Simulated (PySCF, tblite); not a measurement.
**C5H12FNO2Si: infrared bands and NMR shifts**

Wanted: the infrared bands and NMR shifts of C5H12FNO2Si (`CC(=O)O[Si@@H](CF)N(C)C`), by calculation.

Programs: tblite 0.8.0 and PySCF 2.14.0, with density-fitted response routines of our own. Each step states its level of theory. These are calculated values for one molecule in the gas phase, unless marked as measured. Atoms are numbered from 0 throughout.

### Step 1. The molecule as given

22 atoms, charge 0, multiplicity 1; geometry from: GFN2-xTB.

Bonds of the start (Å): C0–C1 1.50, C1–O2 1.20, C1–O3 1.33, O3–Si4 1.66, Si4–C5 1.91, C5–F6 1.38, Si4–N7 1.71, N7–C8 1.45, N7–C9 1.45, C0–H10 1.09, C0–H11 1.09, C0–H12 1.09, Si4–H13 1.46, C5–H14 1.09, C5–H15 1.09, C8–H16 1.09, C8–H17 1.08, C8–H18 1.09, C9–H19 1.09, C9–H20 1.08, C9–H21 1.09.

### Step 2. Infrared spectrum with GFN2-xTB

The job: settings as JSON, then the geometry in Å.

```
{"job": {"kind": "ir", "xc": "GFN2-xTB", "basis": "xTB"}, "charge": 0, "multiplicity": 1}
C      3.447897    -0.645968    -0.442828
C      2.145074    -0.645187     0.308059
O      1.846613    -1.433367     1.163662
O      1.339876     0.335645    -0.079273
Si    -0.147740     0.672447     0.583065
C     -0.415941     2.456302    -0.047797
F     -1.505342     3.030661     0.580869
N     -1.318304    -0.342146    -0.148732
C     -2.714798     0.040487    -0.207072
C     -1.155004    -1.780076    -0.232697
H      3.940842     0.313226    -0.303816
H      3.248892    -0.771580    -1.504660
H      4.083575    -1.449850    -0.084372
H     -0.030345     0.679433     2.043061
H      0.434254     3.103781     0.173642
H     -0.622707     2.511415    -1.118908
H     -3.149661    -0.311696    -1.145069
H     -2.809727     1.119086    -0.155881
H     -3.281912    -0.395857     0.620509
H     -1.534575    -2.135562    -1.193731
H     -0.106479    -2.043290    -0.144497
H     -1.704900    -2.288519     0.564893
```

**Question.** This job is followed by: GIAO PBE0/pcSseg-1 NMR shielding, non-relativistic, gas phase. Predict these results of the whole session: strongest single infrared mode (GFN2-xTB); zero-point energy (GFN2-xTB); ¹³C shifts against TMS (PBE0/pcSseg-1, means over atoms taken as alike); ¹H shifts against TMS (PBE0/pcSseg-1, means over atoms taken as alike); ¹⁷O shifts against H2O (PBE0/pcSseg-1); ²⁹Si shifts against TMS (PBE0/pcSseg-1); ¹⁹F shifts against CFCl3 (PBE0/pcSseg-1); ¹⁵N shifts against NH3 (PBE0/pcSseg-1).

The runs gave:

| quantity | value |
| --- | --- |
| strongest single infrared mode (GFN2-xTB) | 1216 cm⁻¹, 629 km/mol |
| zero-point energy (GFN2-xTB) | 106.5 kcal/mol |
| ¹³C shifts against TMS (PBE0/pcSseg-1, means over atoms taken as alike) | 177.5, 82.3, 39.3, 24.6 ppm |
| ¹H shifts against TMS (PBE0/pcSseg-1, means over atoms taken as alike) | 5.56, 4.95, 4.80, 2.66, 2.15 ppm |
| ¹⁷O shifts against H2O (PBE0/pcSseg-1) | 467.5, 218.0 ppm |
| ²⁹Si shifts against TMS (PBE0/pcSseg-1) | -32.1 ppm |
| ¹⁹F shifts against CFCl3 (PBE0/pcSseg-1) | -311.4 ppm |
| ¹⁵N shifts against NH3 (PBE0/pcSseg-1) | 30.4 ppm |

No mode is imaginary among the 60: a minimum at this level. The strongest single mode, at 1216 cm⁻¹, moves mainly C1. Unscaled tight-binding wavenumbers are off by several per cent, some by more. Its intensities can rank the bands wrongly. At PBE0/pcSseg-1: The largest span, 648 ppm, is at O2, where the paramagnetic term is -536 ppm.
